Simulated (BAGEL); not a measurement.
**ZnH2O2 (SMILES [OH][Zn][OH]) at HF/6-31G(d) (density fitting with qzvpp-jkfit, spherical functions)**

What is the vertical singlet–triplet gap of ZnH2O2 at HF/6-31G* (density fitting with qzvpp-jkfit, spherical functions)? 

The calculation is run with BAGEL 1.2.2.

9 further runs of the same task are left out: 7 that didn't finish, 2 set aside as unsound or not needed.

### 1 Starting point

ZnH2O2: 5 atoms, total charge 0, spin state singlet. As SMILES, `[OH][Zn][OH]`. Geometry: relaxed at PBE0-D4/def2-TZVP.

Bond lengths: O1–Zn2 1.765 Å, Zn2–O3 1.765 Å, O1–H4 0.959 Å, O3–H5 0.959 Å. Angles: O1–Zn2–O3 174.6°, Zn2–O1–H4 115.0°, Zn2–O3–H5 115.0°.

### 2 The energy at HF/6-31G(d) (density fitting with qzvpp-jkfit, spherical functions)

Input file job.json:

```json
{ "bagel": [

{
  "title": "molecule",
  "basis": "6-31gs.json",
  "df_basis": "qzvpp-jkfit",
  "angstrom": "true",
  "geometry": [
    { "atom": "O", "xyz": [      -0.713000,      -0.275500,      -1.616200 ] },
    { "atom": "Zn", "xyz": [       0.044300,      -0.184300,      -0.024000 ] },
    { "atom": "O", "xyz": [       0.834800,      -0.256800,       1.552900 ] },
    { "atom": "H", "xyz": [      -1.554400,       0.177900,      -1.691600 ] },
    { "atom": "H", "xyz": [       1.438200,       0.465000,       1.737600 ] }
  ]
},

{
  "title": "hf"
},

{
  "title": "print",
  "file": "orbitals.molden",
  "orbitals": "true"
}

]}
```

The basis set 6-31G* is read from a file made from the Basis Set Exchange's data (not shown).

Started as:

```bash
$ BAGEL_NUM_THREADS=1 BAGEL job.json > job.out
```

Output:

```text
* using 1 threads per process

  ===============================================================
  ===============================================================

  *** Geometry ***

  { "atom" : "O", "xyz" : [     -1.347375,     -0.520620,     -3.054175 ] },
  { "atom" : "Zn", "xyz" : [      0.083715,     -0.348277,     -0.045353 ] },
  { "atom" : "O", "xyz" : [      1.577543,     -0.485282,      2.934556 ] },
  { "atom" : "H", "xyz" : [     -2.937390,      0.336182,     -3.196661 ] },
  { "atom" : "H", "xyz" : [      2.717804,      0.878723,      3.283588 ] },

  Number of auxiliary basis functions:      454

  Since a DF basis is specified, we compute 2- and 3-index integrals:
    o Being stored without compression. Storage requirement is 0.016 GB

  Number of basis functions:       66
  Number of electrons      :       48

    * METHOD: MOLECULE                             0.21

  *** RHF ***

  === Nuclear Repulsion ===
   178.0920094881

      * DIIS with orbital gradients will be used.

  === RHF iteration (6-31gs.json) ===
      0      -1928.07512336          0.03137682           0.05
      1      -1928.23520927          0.02284242           0.05
      2      -1928.39420847          0.00135002           0.05
      3      -1928.39499876          0.00066003           0.05
      4      -1928.39515588          0.00019360           0.05
      5      -1928.39517904          0.00004581           0.05
      6      -1928.39518140          0.00000842           0.05
      7      -1928.39518146          0.00000171           0.05
      8      -1928.39518147          0.00000058           0.05
      9      -1928.39518147          0.00000020           0.05
     10      -1928.39518147          0.00000010           0.05
     11      -1928.39518147          0.00000003           0.05
     12      -1928.39518147          0.00000001           0.05
    * SCF iteration converged.

    * Permanent dipole moment:
           (    0.188343,    -0.929821,    -0.086568) a.u.

    * METHOD: HF                                   0.80

    * METHOD: PRINT                                0.01

  ===============================================================
```

Run time: 1.1 s. Hardware: 1 thread of Arm Neoverse V1, shared host; peak memory 0.092 GiB.

### 3 The triplet at the same level

Input file hf.json:

```json
{ "bagel": [

{
  "title": "molecule",
  "basis": "6-31gs.json",
  "df_basis": "qzvpp-jkfit",
  "angstrom": "true",
  "geometry": [
    { "atom": "O", "xyz": [      -0.713000,      -0.275500,      -1.616200 ] },
    { "atom": "Zn", "xyz": [       0.044300,      -0.184300,      -0.024000 ] },
    { "atom": "O", "xyz": [       0.834800,      -0.256800,       1.552900 ] },
    { "atom": "H", "xyz": [      -1.554400,       0.177900,      -1.691600 ] },
    { "atom": "H", "xyz": [       1.438200,       0.465000,       1.737600 ] }
  ]
},

{
  "title": "uhf",
  "nopen": 2
},

{
  "title": "print",
  "file": "orbitals.molden",
  "orbitals": "true"
}

]}
```

The basis set 6-31G* is read from a file made from the Basis Set Exchange's data (not shown).

Started as:

```bash
$ BAGEL_NUM_THREADS=1 BAGEL hf.json > hf.out
```

Output:

```text
* using 1 threads per process

  ===============================================================
  ===============================================================

  *** Geometry ***

  { "atom" : "O", "xyz" : [     -1.347375,     -0.520620,     -3.054175 ] },
  { "atom" : "Zn", "xyz" : [      0.083715,     -0.348277,     -0.045353 ] },
  { "atom" : "O", "xyz" : [      1.577543,     -0.485282,      2.934556 ] },
  { "atom" : "H", "xyz" : [     -2.937390,      0.336182,     -3.196661 ] },
  { "atom" : "H", "xyz" : [      2.717804,      0.878723,      3.283588 ] },

  Number of auxiliary basis functions:      454

  Since a DF basis is specified, we compute 2- and 3-index integrals:
    o Being stored without compression. Storage requirement is 0.016 GB

  Number of basis functions:       66
  Number of electrons      :       48

    * METHOD: MOLECULE                             0.21

  *** Open-shell HF ***

  === Nuclear Repulsion ===
   178.0920094881

      * DIIS with orbital gradients will be used.

  === UHF iteration (6-31gs.json) ===
      0      -1927.93187403          0.04737680           0.10
      1      -1928.06685131          0.03278589           0.10
      2      -1928.12056930          0.02226186           0.10
      3      -1928.16325717          0.00257685           0.10
      4      -1928.16515471          0.00129709           0.10
      5      -1928.16737961          0.00081808           0.09
      6      -1928.16874448          0.00059335           0.09
      7      -1928.16927192          0.00056987           0.10
      8      -1928.16954922          0.00068445           0.10
      9      -1928.16963887          0.00071817           0.10
     10      -1928.16973427          0.00037206           0.09
     11      -1928.17000104          0.00032722           0.09
     12      -1928.17025394          0.00026933           0.09
     13      -1928.17042972          0.00024832           0.10
     14      -1928.17053464          0.00022753           0.09
     15      -1928.17052238          0.00021018           0.09
[... 71 lines of this table left out ...]
     87      -1928.17053055          0.00000002           0.10
     88      -1928.17053055          0.00000002           0.09
     89      -1928.17053055          0.00000002           0.10
     90      -1928.17053055          0.00000002           0.10
     91      -1928.17053055          0.00000002           0.10
     92      -1928.17053055          0.00000002           0.10
     93      -1928.17053055          0.00000001           0.10
     94      -1928.17053055          0.00000001           0.10
    * SCF iteration converged.

    * S^2 (UHF) is 2.0994

    * Permanent dipole moment:
           (   -0.033429,     0.164270,     0.015263) a.u.

    * METHOD: UHF                                  9.31

    * METHOD: PRINT                                0.01

  ===============================================================
```

Wall time 9.9 s (1 thread of Arm Neoverse V1, shared host); peak memory 0.092 GiB.

### 4 Outcome

Level: HF/6-31G* (density fitting with qzvpp-jkfit, spherical functions).

```
                                        quantity           value
                           singlet: total energy  -1928.39518 Eh
                          singlet: dipole moment          2.42 D
                            singlet: HOMO energy       -12.26 eV
                            singlet: LUMO energy         1.80 eV
                          singlet: HOMO–LUMO gap        14.06 eV
                           triplet: total energy  -1928.17053 Eh
                          triplet: dipole moment          0.43 D
                                   triplet: ⟨S²⟩           2.099
vertical energy of the triplet above the singlet        6.113 eV
```

At this shape the triplet lies 6.11 eV (141 kcal/mol) above the singlet.
